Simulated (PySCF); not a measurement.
**InSi: bond curves at several levels of theory**

The task here is to estimate one member of a computed series from the others.

Program: PySCF 2.14.0. Level of theory: In x2c-TZVPPall, Si x2c-TZVPPall, spin-free X2C with a Gaussian nucleus. These are calculated values, not measurements.

Set-up of the first run:

Settings of the job:

```yaml
atoms: In, Si
charge: 0
basis: In x2c-TZVPPall, Si x2c-TZVPPall
Hamiltonian: spin-free X2C with a Gaussian nucleus
basis_functions: 102
electrons_treated: 63
masses_in_u: 114.9039, 27.9769
levels: PBE0, PBE, r²SCAN, M06-2X, LDA, BP86, M06, CAM-B3LYP, HF, MP2, SCS-MP2, CCSD, CCSD(T)
grid: 80 radial by 434 angular points
occupations: held fixed by the projection of orbital angular momentum
dissociation_limit: In + Si, each in its ground configuration
starting_distance_in_angstrom: 2.505
values_of_2S_to_try: 1, 3
```

Started as:

```bash
$ OMP_NUM_THREADS=2 python dia.py task.json out
```

Among the steps run: The job; PBE0 along the bond; Other states along the same grid; PBE (GGA); r²SCAN; M06-2X (hybrid meta-GGA); LDA (local density); BP86; M06 (hybrid meta-GGA); CAM-B3LYP; UHF (mean field); MP2 and coupled cluster.

One table of the session follows, with a row left open; its other results are not shown here.

Energy (eV) from each level's lowest point:

```
R (Å)    UHF  UHF-MP2  UHF-SCS-MP2  UHF-CCSD  UHF-CCSD(T)
2.245  0.828    0.560        0.595       n/a          n/a
2.349  0.424    0.233        0.256     0.286        0.277
2.453  0.179    0.062        0.076     0.092        0.087
2.532  0.073    0.008        0.014     0.022        0.019
2.610  0.017    0.000        0.000     0.000        0.000
2.688  0.000    0.027        0.021     0.014        0.017
2.793      ?        ?            ?         ?            ?
2.923  0.102    0.241        0.218     0.193        0.203
3.080  0.241    0.444        0.409     0.374        0.389
3.289  0.458    0.742        0.687       n/a          n/a
```

Estimate the missing values for R (Å) = 2.793.

Worked estimate for «UHF». A straight line through the neighbours (2.688, 0.000) and (2.923, 0.102) gives 0.000 + (0.102 − 0.000) × (2.793 − 2.688) / (2.923 − 2.688) = 0.046; a parabola fitted to 4 rows on both sides gives 0.029.

The run gave: UHF: 0.023; UHF-MP2: 0.103; UHF-SCS-MP2: 0.089; UHF-CCSD: 0.074; UHF-CCSD(T): 0.080. In «UHF» the line misses by +0.023 and the parabola by +0.006.
